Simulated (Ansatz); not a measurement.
NaLaMnMoO6:

```xyz
10
Lattice="0.0000 3.8626 3.8626 3.8626 0.0000 3.8626 3.8626 3.8626 0.0000" Properties=species:S:1:pos:R:3 pbc="T T T"
Na    1.9313    1.9313    1.9313
La    5.7939    5.7939    5.7939
Mn    3.8626    3.8626    3.8626
Mo    0.0000    0.0000    0.0000
O     1.9574    3.8626    3.8626
O     3.8626    3.8626    1.9574
O     3.8626    1.9574    3.8626
O     3.8626    5.7678    3.8626
O     3.8626    3.8626    5.7678
O     5.7678    3.8626    3.8626
```

The cell was built by a generator and needn't be a form met in nature.

```yaml
Program: Ansatz 0.2.0
Task: relaxation of cell and atoms
Functional: revPBE
Potentials_or_basis: Ansatz PAW
Cutoff: "420 eV (not typed: the program's choice for these potentials)"
k_mesh: 5 × 5 × 5
Occupations: fermi-dirac, width 0.05 eV
Spin: collinear spin, ferromagnetic start
Starting_moments: "[0.0, 0.0, 4.0, 1.0, 0.0, 0.0, 0.0, 0.0, 0.0, 0.0] μB"
```

At the start: volume 11.53 Å³/atom.

Problem. How do energy, volume and symmetry change on relaxing?

Solution. It ends after 7 steps and the volume is 11.76 Å³/atom (+2.0 %); space group F-43m (No. 216, to 0.05 Å); moment 1.23 μB per cell.

Step by step:
| step | energy change (eV) | largest force (eV/Å) | volume (Å³) |
| --- | --- | --- | --- |
| 1 | 0.0000 | 0.0221 | 115.26 |
| 2 | -0.0174 | 0.0939 | 117.19 |
| 3 | -0.0177 | 0.0392 | 117.48 |
| 4 | -0.0177 | 0.0031 | 117.52 |
| 5 | -0.0267 | 0.0033 | 117.52 |
| 6 | -0.0264 | 0.0000 | 117.61 |
| 7 | -0.0264 | 0.0000 | 117.61 |

Final structure:
```
Na La Mn Mo O
1.0
     0.00000    3.88866    3.88866
     3.88866    0.00000    3.88866
     3.88866    3.88866    0.00000
Na La Mn Mo O
1 1 1 1 6
Cartesian
  1.9443 1.9443 1.9443
  5.8330 5.8330 5.8330
  3.8887 3.8887 3.8887
  0.0000 0.0000 0.0000
  1.9677 3.8887 3.8887
  3.8887 3.8887 1.9677
  3.8887 1.9677 3.8887
  3.8887 5.8097 3.8887
  3.8887 3.8887 5.8097
  5.8097 3.8887 3.8887
```

Caveat: the plane-wave basis is chosen anew once the cell has moved, so the energies of steps on either side of that aren't comparable; the pressure holds a Pulay correction of +0.6 GPa for the finite cutoff; a cell with one magnetic atom can't hold antiferromagnetic order, which such compounds often take; the PAW data sets come from PBE, with cores solved anew for the run's functional, which leaves a small shift of forces and pressure; the starting moments weren't kept.
